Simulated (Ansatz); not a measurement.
# One shape, several levels: doublet CH6GeSi+

We compute a comparison of 4 runs (U-wB97M-V/cc-pVDZ, UBHLYP/cc-pVDZ, RPA@PBE0/cc-pVDZ, UMP2/cc-pVDZ) of doublet CH6GeSi+. 

The results are computed with Ansatz 0.2.0.

65 further runs of the same task are left out: 65 set aside as unsound or not needed.

## Step 1: The molecule

CH6GeSi+ has 9 atoms, charge +1, and is taken as a doublet. As SMILES of the parent species, `[CH2]1[SiH2][GeH2]1`. Geometry: relaxed at PBE0-D4/def2-TZVP. That shape belongs to the parent species and isn't relaxed for this state.

Bond lengths: C1–Si2 1.880 Å, C1–Ge3 2.007 Å, Si2–Ge3 2.297 Å, C1–H4 1.087 Å, C1–H5 1.087 Å, Si2–H6 1.482 Å, Si2–H7 1.482 Å, Ge3–H8 1.529 Å, Ge3–H9 1.529 Å. Some angles: C1–Si2–Ge3 56.4°, Si2–C1–Ge3 72.4°, C1–Ge3–Si2 51.3°, C1–Si2–H6 117.1°, C1–Si2–H7 117.1°, Ge3–Si2–H6 121.0°, Ge3–Si2–H7 120.9°, Si2–C1–H4 117.9°, Si2–C1–H5 117.9°, Ge3–C1–H4 115.8°.

## Step 2: A single-point energy at U-wB97M-V/cc-pVDZ (run 1)

run.yaml reads:

```yaml
crystal:
  periodic: [false, false, false]
  atoms:
    - symbol: C
      position_ang: [-0.726700, 0.082100, -0.693700]
    - symbol: Si
      position_ang: [0.887500, 0.879500, -0.151400]
    - symbol: Ge
      position_ang: [-0.040700, -0.948100, 0.885700]
    - symbol: H
      position_ang: [-1.647500, 0.636600, -0.532900]
    - symbol: H
      position_ang: [-0.737600, -0.453300, -1.639500]
    - symbol: H
      position_ang: [0.802100, 2.227300, 0.458900]
    - symbol: H
      position_ang: [2.050400, 0.731400, -1.058000]
    - symbol: H
      position_ang: [0.399400, -2.377500, 0.568600]
    - symbol: H
      position_ang: [-0.898400, -0.824300, 2.145300]
basis:
  gaussian:
    orbitals: cc-pVDZ
total_charge: 1
magnetization:
  spin_polarized: true
  initial_magnetization: 1
hamiltonian:
  xc: {name: wB97M-V}
accuracy: high
output:
  orbitals: {seedname: orbitals}
```

Started as:

```bash
$ ansatz run run.yaml --threads 1 --pin off --max-ram 3480MiB --events-out events.jsonl --progress --plain --runs-dir runs
```

Output:

```text
Warning: RAYON_NUM_THREADS=1 ignored (pool sized by the plan → 1); use --threads N
Functional definition: wB97M-V
  name "wB97M-V"
  parameter omega = 0.3/bohr
  parameter cx = 0.15
  parameter cx01 = 1.007
  parameter cx10 = 0.259
  parameter css00 = 0.443
  parameter css04 = -1.437
  parameter css10 = -4.535
  parameter css20 = -3.390
  parameter css43 = 4.278
  parameter cos00 = 1.000
  parameter cos10 = 1.358
  parameter cos20 = 2.924
  parameter cos21 = -8.812
  parameter cos60 = -1.390
  parameter cos61 = 9.142
  parameter b = 6.0
  parameter c = 0.01
  gx(w, u) = 1 - cx + cx01*u + cx10*w
  gss(w, u) = css00 + css04*u^4 + css10*w + css20*w^2 + css43*w^4*u^3
  gos(w, u) = cos00 + cos10*w + (cos20 + cos21*u)*w^2 + (cos60 + cos61*u)*w^6
  exchange = spin_sum(e_x_unif_sr(omega)*gx(b97_w, b97_u_x)) + cx*exact_x_sr(omega) + exact_x_lr(omega)
  correlation = spin_sum(e_c_pw_mod_same_spin*gss(b97_w, b97_u_same))
      + integral(e_c_pw_mod_opposite_spin*gos(b97_w_opposite, b97_u_opposite)) + vv10(b, c)
2077 factors; integrals over basis functions are off by at most 4.8e-9 eV
393 factors; integrals over basis functions are off by at most 2.5e-9 eV
mean field evaluation 1: about -65508.3707 eV, gradient 3.6e1 eV
mean field evaluation 2: about -65508.7231 eV, gradient 3.3e1 eV
mean field evaluation 4: about -65514.9346 eV, gradient 4.9e-1 eV
mean field evaluation 8: about -65515.0297 eV, gradient 1.8e-1 eV
mean field evaluation 16: about -65515.0345 eV, gradient 8.9e-3 eV
mean field evaluation 32: about -65515.0345 eV, gradient 2.0e-7 eV
mean field -65515.03448788 eV, -2407.6331097444 hartree, gradient 8.9e-8 eV, S^2 0.751960; 2 other end points of the search recorded, 0 dependent functions left out
reference -65515.03449258 eV, -2407.6331099168 hartree; 29, 28 occupied and 60, 61 virtual orbitals, 2077 factors
Total energy: -65515.03449258 eV, -2407.6331099168 hartree
```

Wall time 2.6 min (1 thread of Arm Neoverse V2, shared host); peak memory 1.1 GiB.

## Step 3: A single-point energy at UBHLYP/cc-pVDZ (run 2)

run.yaml reads:

```yaml
crystal:
  periodic: [false, false, false]
  atoms:
    - {symbol: C, position_ang: [-0.726700, 0.082100, -0.693700]}
    - {symbol: Si, position_ang: [0.887500, 0.879500, -0.151400]}
    - {symbol: Ge, position_ang: [-0.040700, -0.948100, 0.885700]}
    - {symbol: H, position_ang: [-1.647500, 0.636600, -0.532900]}
    - {symbol: H, position_ang: [-0.737600, -0.453300, -1.639500]}
    - {symbol: H, position_ang: [0.802100, 2.227300, 0.458900]}
    - {symbol: H, position_ang: [2.050400, 0.731400, -1.058000]}
    - {symbol: H, position_ang: [0.399400, -2.377500, 0.568600]}
    - {symbol: H, position_ang: [-0.898400, -0.824300, 2.145300]}
basis:
  gaussian:
    orbitals: cc-pVDZ
total_charge: 1
magnetization:
  spin_polarized: true
  initial_magnetization: 1
hamiltonian:
  xc: {name: BHLYP}
accuracy: high
output:
  orbitals: {seedname: orbitals}
```

Started as:

```bash
$ ansatz run run.yaml --threads 1 --pin off --max-ram 3480MiB --events-out events.jsonl --progress --plain --runs-dir runs
```

Output:

```text
Warning: RAYON_NUM_THREADS=1 ignored (pool sized by the plan → 1); use --threads N
Functional definition: BHLYP
  name "BHLYP"
  parameter a = 0.5
  exchange = (1 - a)*b88_x + a*exact_x
  correlation = lyp_c
2077 factors; integrals over basis functions are off by at most 4.8e-9 eV
mean field evaluation 1: about -65511.0742 eV, gradient 3.8e1 eV
mean field evaluation 2: about -65508.5077 eV, gradient 4.0e1 eV
mean field evaluation 4: about -65518.4486 eV, gradient 8.7e-1 eV
mean field evaluation 8: about -65518.4875 eV, gradient 9.7e-2 eV
mean field evaluation 16: about -65518.4885 eV, gradient 6.6e-4 eV
mean field evaluation 32: about -65517.5309 eV, gradient 6.9e0 eV
mean field -65518.48849347 eV, -2407.7600421083 hartree, gradient 3.7e-8 eV, S^2 0.754088; 2 other end points of the search recorded, 0 dependent functions left out
reference -65518.48852251 eV, -2407.7600431757 hartree; 29, 28 occupied and 60, 61 virtual orbitals, 2077 factors
Total energy: -65518.48852251 eV, -2407.7600431757 hartree
```

Run time: 20 s. Hardware: 1 thread of Arm Neoverse V2, shared host; peak memory 0.48 GiB.

Run 3 isn't shown in full; the table further down has it.

## Step 4: A single-point energy at UMP2/cc-pVDZ (run 4)

molecule.yaml reads:

```yaml
crystal:
  periodic: [false, false, false]
  atoms:
    - {symbol: C, position_ang: [-0.726700, 0.082100, -0.693700]}
    - {symbol: Si, position_ang: [0.887500, 0.879500, -0.151400]}
    - {symbol: Ge, position_ang: [-0.040700, -0.948100, 0.885700]}
    - {symbol: H, position_ang: [-1.647500, 0.636600, -0.532900]}
    - {symbol: H, position_ang: [-0.737600, -0.453300, -1.639500]}
    - {symbol: H, position_ang: [0.802100, 2.227300, 0.458900]}
    - {symbol: H, position_ang: [2.050400, 0.731400, -1.058000]}
    - {symbol: H, position_ang: [0.399400, -2.377500, 0.568600]}
    - {symbol: H, position_ang: [-0.898400, -0.824300, 2.145300]}
basis:
  gaussian:
    orbitals: cc-pVDZ
total_charge: 1
magnetization:
  spin_polarized: true
  initial_magnetization: 1
correlation:
  method: mp2
  frozen_orbitals: {C: 1, Ge: 9, H: 0, Si: 5}
accuracy: high
```

Started as:

```bash
$ ansatz run molecule.yaml --threads 1 --pin off --max-ram 3480MiB --events-out events.jsonl --progress --plain --runs-dir runs
```

Output, cut to the lines that bear on the results:

```text
Warning: RAYON_NUM_THREADS=1 ignored (pool sized by the plan → 1); use --threads N
Functional definition: HF
  name "HF"
[...]
2077 factors; integrals over basis functions are off by at most 4.8e-9 eV
[...]
mean field -65451.17642343 eV, -2405.2863691603 hartree, gradient 1.9e-8 eV, S^2 0.759971; 4 other end points of the search recorded, 0 dependent functions left out
15 core orbitals not correlated: weight in the atoms' cores, before any rotation towards them, 1.000 or more for the frozen orbitals, at most 0.000 for the correlated occupied ones
reference -65451.17642343 eV, -2405.2863691603 hartree; 14, 13 occupied and 60, 61 virtual orbitals, 2077 factors
second order -9.08145461 eV of doubles, -0.00000000 eV of singles
Total energy: -65460.25787804 eV, -2405.6201064616 hartree
```

Run time: 6.6 s. Hardware: 1 thread of Arm Neoverse V2, shared host; peak memory 0.38 GiB.

## Step 5: Overview of the runs

| run | level | frozen core orbitals | energy (Eh) | ⟨S²⟩ | wall time |
| --- | --- | --- | --- | --- | --- |
| 1 | U-wB97M-V/cc-pVDZ | – | -2407.633110 | 0.752 | 2.6 min |
| 2 | UBHLYP/cc-pVDZ | – | -2407.760043 | 0.754 | 20 s |
| 3 | RPA@PBE0/cc-pVDZ | 15 | -2405.824887 | 0.753 | 31 s |
| 4 | UMP2/cc-pVDZ | 15 | -2405.620106 | 0.760 | 6.6 s |

## Step 6: Outcome

| quantity | value |
| --- | --- |
| run 4: total energy | -2405.62011 Eh |
| run 4: correlation energy (15 core orbitals frozen) | -333.7 mEh |
| run 4: ⟨S²⟩ of the reference determinant | 0.760 |

In words: Totals of different functionals can't be ranked against each other. All runs together took 3.5 min, the longest 2.6 min.
